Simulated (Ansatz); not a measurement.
**CH4ClFGeO: taking an electron away**

Aim: the vertical ionisation energy of CH4ClFGeO, as cation minus neutral at the neutral's geometry, on several levels, and how well −ε(HOMO) stands in for it.

Computed with Ansatz 0.2.0, Gaussian basis. Level: unrestricted cation, the program's frozen cores in correlated methods.

Levels to be run: UKS PBE-D4/def2-TZVPP; UKS r2SCAN-D4/def2-TZVPP; UKS PBE0-D4/def2-TZVPP; UKS B3LYP-D4/def2-TZVPP; UKS wB97X-V/def2-TZVPP; UKS wB97M-V/def2-TZVPP; UKS B2PLYP/def2-TZVPP; UHF-CCSD(T)/def2-TZVPP; UHF-MP2/def2-QZVPP; extrapolation to the limit; then −ε(HOMO) from the neutral's earlier runs with LDA (SPW92), PBE-D4, revPBE-D4, BLYP-D4, r2SCAN-D4, B97M-V, PBE0-D4, B3LYP-D4, r2SCANh-D4, r2SCAN0-D4, HSE06-D4, BHLYP-D4, CAM-B3LYP-D4, LC-ωPBE, ωB97X-V, ωB97M-V.

## (1) Structure used throughout

The geometry comes from an earlier relaxation with PBE0-D4 in a triple-zeta def2 set; it is a stationary point, not always the lowest conformer.

SMILES `[CH3][Ge]([OH])([F])[Cl]`, 9 atoms, charge 0, spin multiplicity 1.

Atoms are counted from 1 here; the program's logs count them from 0.

Bond lengths: C1–Ge2 1.916 Å, C1–H6 1.090 Å, C1–H7 1.089 Å, C1–H8 1.090 Å, Ge2–O3 1.752 Å, Ge2–F4 1.731 Å, Ge2–Cl5 2.140 Å, O3–H9 0.961 Å. Angles: Ge2–C1–H6 109.4°, Ge2–C1–H7 109.4°, Ge2–C1–H8 108.9°, H6–C1–H7 109.7°, H6–C1–H8 109.6°, H7–C1–H8 109.7°, C1–Ge2–O3 110.7°, C1–Ge2–F4 110.7°, C1–Ge2–Cl5 113.9°, O3–Ge2–F4 107.6°, O3–Ge2–Cl5 109.6°, F4–Ge2–Cl5 104.1°, Ge2–O3–H9 113.6°.

## (2) Cation, UKS PBE-D4/def2-TZVPP

Contents of in.yaml:

```yaml
crystal:
  periodic: [false, false, false]
  atoms:
    - {symbol: C, position_ang: [-1.337618, 0.192924, -0.038602]}
    - {symbol: Ge, position_ang: [0.552038, 0.013665, 0.221051]}
    - {symbol: O, position_ang: [1.251083, -1.018833, -1.009569]}
    - {symbol: F, position_ang: [0.891658, -0.703803, 1.759554]}
    - {symbol: Cl, position_ang: [1.600111, 1.879072, 0.272469]}
    - {symbol: H, position_ang: [-1.527650, 0.687642, -0.990572]}
    - {symbol: H, position_ang: [-1.759948, 0.784654, 0.772573]}
    - {symbol: H, position_ang: [-1.789616, -0.799037, -0.044486]}
    - {symbol: H, position_ang: [2.208544, -1.082584, -0.959517]}
basis:
  gaussian: {orbitals: def2-TZVPP}
total_charge: 1
magnetization: {spin_polarized: true, initial_magnetization: 1}
hamiltonian: {xc: pbe, dispersion: d4}
```

The run is started by

```bash
$ ansatz run in.yaml --threads 2 --pin off --events-out ev --progress --plain --max-ram 32768MiB --backend cpu
```

Further steps of the session: Cation, UKS r2SCAN-D4/def2-TZVPP; Cation, UKS PBE0-D4/def2-TZVPP; Cation, UKS B3LYP-D4/def2-TZVPP; Cation, UKS wB97X-V/def2-TZVPP; Cation, UKS wB97M-V/def2-TZVPP; Cation, UKS B2PLYP (frozen core)/def2-TZVPP; Cation, UHF-CCSD(T)/def2-TZVPP; Cation, UHF-MP2/def2-QZVPP.

Q: Predict the results of all the runs planned. Wanted: ionisation energy, CCSD(T)/def2-TZVPP; nearest functional by difference; nearest −ε(HOMO); −ε(HOMO) of PBE; T1 of the cation.

As calculated:

| quantity | value |
| --- | --- |
| ionisation energy, CCSD(T)/def2-TZVPP | 11.99 eV |
| nearest functional by difference | ωB97X-V (-0.16 eV) |
| nearest −ε(HOMO) | LC-ωPBE (+0.11 eV) |
| −ε(HOMO) of PBE | 7.65 eV |
| T1 of the cation | 0.061 |

What this shows: By cation minus neutral, the functionals miss by 1.11 eV at most. The PBE orbital energy is 4.3 eV too small: a semilocal HOMO is no ionisation energy. Among orbital estimates LC-ωPBE comes nearest. Hartree-Fock falls 1.16 eV short, as the neutral has more correlation energy than the cation. The cation's T1 (from the report) is 0.061, above the customary mark of 0.045 for open shells, so the coupled-cluster value is less safe. Correlated methods include outer-core shells of Ge, which these sets cover unevenly. With outer-core shells in play the reference is unsure by up to some tenths of an eV, so close misses can't be ranked.
